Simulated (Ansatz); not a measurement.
# C₄H₁₂Cl₂FN₂Nb: one species, many methods

An exercise on one series of results from a longer session: the logs are not shown, and one member is left open.

Program: Ansatz 0.2.0, Gaussian basis. Level of theory: functionals in def2-TZVPP, the program's frozen cores in correlated methods. These are calculated values, not measurements.

Levels to be run: LDA (SPW92), PBE-D4, revPBE-D4, BLYP-D4, r2SCAN-D4, B97M-V, PBE0-D4, B3LYP-D4, r2SCANh-D4, r2SCAN0-D4, HSE06-D4, BHLYP-D4, CAM-B3LYP-D4, LC-ωPBE, ωB97X-V, ωB97M-V, B2PLYP, PBE-QIDH; CCSD(T)/def2-SVP; CCSD(T)/def2-TZVPP; MP2/def2-QZVPP; extrapolation to the limit; RPA on PBE.

### The geometry

An earlier PBE0-D4 in a triple-zeta def2 set relaxation fixed the geometry. Nb takes the def2 core potential; no spin-orbit term is included.

SMILES `C[N](C)[Nb]([F])([Cl])([Cl])[N](C)C`, 22 atoms, charge 0, spin multiplicity 1.

Atoms are counted from 1 here; the program's logs count them from 0.

Bond lengths: C1–N2 1.444 Å, C1–H11 1.089 Å, C1–H12 1.096 Å, C1–H13 1.097 Å, N2–C3 1.452 Å, N2–Nb4 1.931 Å, C3–H14 1.096 Å, C3–H15 1.096 Å, C3–H16 1.090 Å, Nb4–F5 1.876 Å, Nb4–Cl6 2.320 Å, Nb4–Cl7 2.379 Å, Nb4–N8 1.987 Å, N8–C9 1.449 Å, N8–C10 1.442 Å, C9–H17 1.090 Å, C9–H18 1.098 Å, C9–H19 1.097 Å and more. Angles: N2–C1–H11 110.5°, N2–C1–H12 110.8°, N2–C1–H13 110.3°, H11–C1–H12 108.5°, H11–C1–H13 108.9°, H12–C1–H13 107.9°, C1–N2–C3 113.3°, C1–N2–Nb4 126.9°, C3–N2–Nb4 119.3°, N2–C3–H14 110.7°, N2–C3–H15 109.6°, N2–C3–H16 111.2°, H14–C3–H15 109.0°, H14–C3–H16 107.8°, H15–C3–H16 108.4°, N2–Nb4–F5 120.7°, N2–Nb4–Cl6 107.8°, N2–Nb4–Cl7 96.4° and more.

Set-up of the first run:

Input file in.yaml:

```yaml
crystal:
  periodic: [false, false, false]
  atoms:
    - {symbol: C, position_ang: [1.177804, -1.253524, 1.073462]}
    - {symbol: N, position_ang: [1.381472, -0.091515, 0.240263]}
    - {symbol: C, position_ang: [2.616422, 0.615506, 0.530791]}
    - {symbol: Nb, position_ang: [0.327974, 0.438089, -1.288556]}
    - {symbol: F, position_ang: [-0.311449, -0.843738, -2.499877]}
    - {symbol: Cl, position_ang: [-0.018469, 2.727885, -1.152509]}
    - {symbol: Cl, position_ang: [2.152081, 0.691559, -2.795231]}
    - {symbol: N, position_ang: [-1.399859, 0.025890, -0.398937]}
    - {symbol: C, position_ang: [-1.673638, 0.666803, 0.871666]}
    - {symbol: C, position_ang: [-2.563654, -0.668901, -0.892476]}
    - {symbol: H, position_ang: [0.216229, -1.715921, 0.854367]}
    - {symbol: H, position_ang: [1.966981, -1.995835, 0.905350]}
    - {symbol: H, position_ang: [1.202475, -0.970341, 2.132986]}
    - {symbol: H, position_ang: [3.485945, -0.009296, 0.296331]}
    - {symbol: H, position_ang: [2.645670, 0.882903, 1.593538]}
    - {symbol: H, position_ang: [2.694727, 1.530492, -0.056071]}
    - {symbol: H, position_ang: [-0.766341, 1.076058, 1.315714]}
    - {symbol: H, position_ang: [-2.380161, 1.496408, 0.739746]}
    - {symbol: H, position_ang: [-2.116536, -0.050514, 1.573692]}
    - {symbol: H, position_ang: [-3.390479, 0.033064, -1.062770]}
    - {symbol: H, position_ang: [-2.338648, -1.179234, -1.825632]}
    - {symbol: H, position_ang: [-2.908544, -1.405830, -0.155846]}
basis:
  gaussian: {orbitals: def2-TZVPP}
hamiltonian: {xc: lda}
output: {orbitals: {seedname: orbitals}}
```

Steps of the session up to this table: LDA; PBE-D4 (GGA); revPBE-D4 (GGA); BLYP-D4 (GGA); r2SCAN-D4 (meta-GGA); B97M-V (meta-GGA); PBE0-D4 (hybrid); B3LYP-D4 (hybrid); r2SCANh-D4 (hybrid); r2SCAN0-D4 (hybrid); HSE06-D4 (hybrid); BHLYP-D4 (hybrid); CAM-B3LYP-D4 (range-separated); LC-ωPBE (range-separated); ωB97X-V (range-separated); ωB97M-V (range-separated); B2PLYP (double hybrid); PBE-QIDH (double hybrid).

One of the session's tables, all rows but one given; the rest of the session is left out.

It belongs to the step «Frontier levels by functional». 

```
  functional  HOMO (eV)  LUMO (eV)  gap (eV)
 LDA (SPW92)      -6.01      -3.38      2.63
      PBE-D4      -5.86      -3.17      2.70
   revPBE-D4      -5.80      -3.08      2.72
     BLYP-D4      -5.74      -3.04      2.70
   r2SCAN-D4      -6.09      -3.11      2.99
      B97M-V      -6.20      -3.14      3.06
     PBE0-D4      -7.07      -2.42      4.66
    B3LYP-D4      -6.88      -2.61      4.26
  r2SCANh-D4      -6.55      -2.82      3.73
  r2SCAN0-D4      -7.23      -2.37      4.87
    HSE06-D4          ?          ?         ?
    BHLYP-D4      -8.20      -1.48      6.72
CAM-B3LYP-D4      -8.39      -1.35      7.03
     LC-ωPBE      -9.67      -0.26      9.41
     ωB97X-V      -9.36      -0.33      9.03
     ωB97M-V      -9.27      -0.38      8.88
```

**Question.** Estimate the row for HSE06-D4.

As computed: HOMO (eV): -6.68; LUMO (eV): -2.79; gap (eV): 3.89. In the column «HOMO (eV)» it lies between B3LYP-D4 (-6.88) and r2SCANh-D4 (-6.55).
